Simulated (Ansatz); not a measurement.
# Cd: substituted relatives

The task here is to estimate one member of a computed series from the others.

Method: DFT PBEsol, scalar-relativistic, plane waves, PAW, in Ansatz 0.2.0.

1 further run of the same task is left out (set aside as unsound or not needed). Runs told in other sessions of the task aren't counted.

## The system as given

The structure is hexagonal, space group P6_3/mmc (No. 194). Conventional cell: a = 2.944 Å, b = 2.944 Å, c = 5.610 Å, α = 90.00°, β = 90.00°, γ = 120.00°. Cd (site symmetry -6m2) has 12 Cd at 2.94 to 3.28 Å in its first shell of neighbours.

Structure file:

```cif
data_structure
_symmetry_space_group_name_H-M 'P6_3/mmc'
_symmetry_Int_Tables_number 194
_cell_length_a 2.9442
_cell_length_b 2.9442
_cell_length_c 5.6103
_cell_angle_alpha 90.000
_cell_angle_beta 90.000
_cell_angle_gamma 120.000
_cell_volume 42.12
loop_
_atom_site_label
_atom_site_type_symbol
_atom_site_symmetry_multiplicity
_atom_site_Wyckoff_symbol
_atom_site_fract_x
_atom_site_fract_y
_atom_site_fract_z
_atom_site_occupancy
Cd1 Cd 2 c 0.33333 0.66667 0.25000 1
```

This cell was relaxed beforehand with the same method: volume 21.06 Å³/atom, gap on the mesh none (metal).

The first run:

File input.yaml:

```yaml
crystal:
  lattice:
    - [3.897884132, 0.0, 0.0]
    - [-1.948942066, 3.3756666793, 0.0]
    - [0.0, 0.0, 7.4275705413]
  atoms:
    - { symbol: Ba, position: [0.3333333333, 0.6666666667, 0.25] }
    - { symbol: Ba, position: [0.6666666667, 0.3333333333, 0.75] }
basis:
  ecutwfc: 420
kpoints:
  mp_grid: { grid: [6, 6, 4] }
hamiltonian:
  xc: pbesol
scf:
  occupations: { method: gaussian, width: 0.1 }
output:
  forces: true
  stress: true
  eigenvalues: true
```

The run is started by

```bash
ansatz run input.yaml --threads 1 --pin off --max-ram 2560MiB --backend cpu --events-out ev --progress --plain --runs-dir out
```

Steps of the session up to this table: Probe: one point at the start (Ba); The relaxation (Ba); Relaxation repeated from the new cell (Ba); Probe: one point at the start (Cu); Coarse relaxation (Cu); Relaxing cell and atoms (Cu).

One of the session's tables, all rows but one given; the rest of the session is left out.

Lengths are those of the vectors of the cell that was run:

```
   swap  volume (Å³/atom)  a (Å)  b (Å)  c (Å)
   none             21.06  2.944  2.944  5.610
Cd → Hg                 ?      ?      ?      ?
Cd → Zn             14.25  2.593  2.593  4.894
Cd → Ba             57.67  4.334  4.334  7.089
Cd → Cu             11.33  2.521  2.521  4.117
```

Estimate the missing values for Cd → Hg.

As computed: volume (Å³/atom): 23.83; a (Å): 3.265; b (Å): 3.265; c (Å): 5.164. In the column «volume (Å³/atom)» it lies between none (21.06) and Cd → Ba (57.67).

Lengths are those of the computed cell. Rows of earlier swaps come from the sessions before.
